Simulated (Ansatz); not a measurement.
# Ru (Ruthenium): the cost of one run

All numbers are computed with the Python package of Ansatz 0.2.0. Level of theory: DFT PBE, all-electron LAPW.

## 1. The structure

The structure is hexagonal, space group P6_3/mmc (No. 194). Conventional cell: a = 2.706 Å, b = 2.706 Å, c = 4.282 Å, α = 90.00°, β = 90.00°, γ = 120.00°. Around Ru (site symmetry -6m2) lie 12 Ru at 2.65 to 2.71 Å.

The script holds or builds the structure itself.

## 2. The script

File run_eos_lapw.py:

```python
'''All-electron equation of state of Ru.'''

import warnings

import ansatz as az
from ase.eos import EquationOfState
from ase.units import GPa
import numpy as np

vectors0 = np.array([
    [2.7058, 0.0, 0.0],
    [-1.3529, 2.343292, 0.0],
    [0.0, 0.0, 4.2819],
])
sites = [
    ('Ru', (1 / 3, 2 / 3, 0.25)),
    ('Ru', (2 / 3, 1 / 3, 0.75)),
]


def make_crystal(cell):
    crystal = az.Crystal(lattice=az.Lattice.of(cell))
    for symbol, position in sites:
        crystal = crystal.atom(symbol, position)
    return crystal


def main() -> None:
    warnings.simplefilter('ignore', az.DeckWarning)

    volumes, energies = [], []
    for scale in np.linspace(0.94, 1.06, 7):
        cell = vectors0 * scale ** (1 / 3)
        model = (
            make_crystal(cell).calculation()
            .functional('pbe')
            .occupations('Gaussian', width=50 * az.meV)
            .kpoints(12, 12, 7)
            .pseudopotentials('all_electron', lapw=True, basis_error=0.001)
        )
        data = model.run(threads=1, pin='off').report
        volumes.append(abs(np.linalg.det(cell)) / len(sites))
        energies.append(data['free_energy_ev'] / len(sites))
        print(f'{scale:.3f} {volumes[-1]:9.4f} A^3/atom {energies[-1]:16.5f} eV/atom  (estimated basis error {1000 * data["lapw_basis_errors"]["total_ev_per_atom"]:.2f} meV/atom)')
    v0, e0, bulk = EquationOfState(volumes, energies, eos='birchmurnaghan').fit()
    print(f'V0 = {v0:.4f} A^3/atom, B0 = {bulk / GPa:.1f} GPa')


if __name__ == '__main__':
    main()
```

## 3. The input behind the calls

The package turns the script's settings into the engine's input (first run):

```yaml
crystal:
  lattice:
    - [2.6505640929625662, 0.0, 0.0]
    - [-1.3252820464812831, 2.2954562918643053, 0.0]
    - [0.0, 0.0, 4.194489758909163]
  atoms:
    - { symbol: Ru, position: [0.3333333333333333, 0.6666666666666666, 0.25] }
    - { symbol: Ru, position: [0.6666666666666666, 0.3333333333333333, 0.75] }
kpoints:
  mp_grid:
    grid: [12, 12, 7]
hamiltonian:
  xc: pbe
  pseudopotentials:
    kind: all_electron
    lapw:
      basis_error: 0.001
scf:
  occupations:
    method: gaussian
    width: 0.05
```

## 4. Launch

Command:

```console
python run_eos_lapw.py
```

**Question.** How long does this script take on 1 thread of Intel Xeon 6975P-C (Granite Rapids), shared host, and how much memory does it need?

About 71 s, with a peak of 0.5 GiB.
